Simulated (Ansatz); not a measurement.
# HfCl2: the cost of one run

Program: Ansatz 0.2.0. Level of theory: DFT PBE+D3(BJ), scalar-relativistic, plane waves, PAW. These are calculated values, not measurements.

2 further runs of the same task are left out: 1 that didn't finish, 1 set aside as unsound or not needed.

### Step 1. The starting structure

Symmetry: R-3m, No. 166, trigonal system. Conventional cell: a = 3.241 Å, b = 3.241 Å, c = 20.141 Å, α = 90.00°, β = 90.00°, γ = 120.00°. Hf (site symmetry -3m) has 6 Cl at 2.61 Å as nearest neighbours. Around Cl (site symmetry 3m) lie 3 Hf at 2.61 Å.

Coordinates:

```
CELL_PARAMETERS angstrom
1.62071 0.93572 6.71351
-1.62071 0.93572 6.71351
0.00000 -1.87144 6.71351
ATOMIC_POSITIONS crystal
Hf 0.50000 0.50000 0.50000
Cl 0.74324 0.74324 0.74324
Cl 0.25676 0.25676 0.25676
```

The start is the relaxed end of an invented cell (made as: close-packed anion layers stacked AB|C, with sites between them filled layer by layer (R-3m, No. 166)), taken up again for a closer look.

### Step 2. Probe: one point on a coarse mesh

The input, input.yaml:

```yaml
crystal:
  lattice:
    - [1.6207107, 0.9357177, 6.7135093]
    - [-1.6207107, 0.9357177, 6.7135093]
    - [0.0, -1.8714355, 6.7135093]
  atoms:
    - { symbol: Hf, position: [0.5, 0.5, 0.5] }
    - { symbol: Cl, position: [0.743237, 0.743237, 0.743237] }
    - { symbol: Cl, position: [0.256763, 0.256763, 0.256763] }
basis:
  ecutwfc: 420
kpoints:
  mp_grid: { grid: [6, 6, 6] }
hamiltonian:
  xc: pbe
  dispersion: d3bj
scf:
  occupations: { method: gaussian, width: 0.1 }
  lower_state_search: "off"
output:
  forces: true
  stress: true
  eigenvalues: true
```

Started as:

```console
$ ansatz run input.yaml --threads 1 --pin off --max-ram 3072MiB --backend cpu --events-out ev --progress --plain --runs-dir out
```

**Question.** How long does this run take on 1 thread of Arm Neoverse V1, shared host, and how much memory does it need?

About 2.5 s, with a peak of 0.34 GiB.
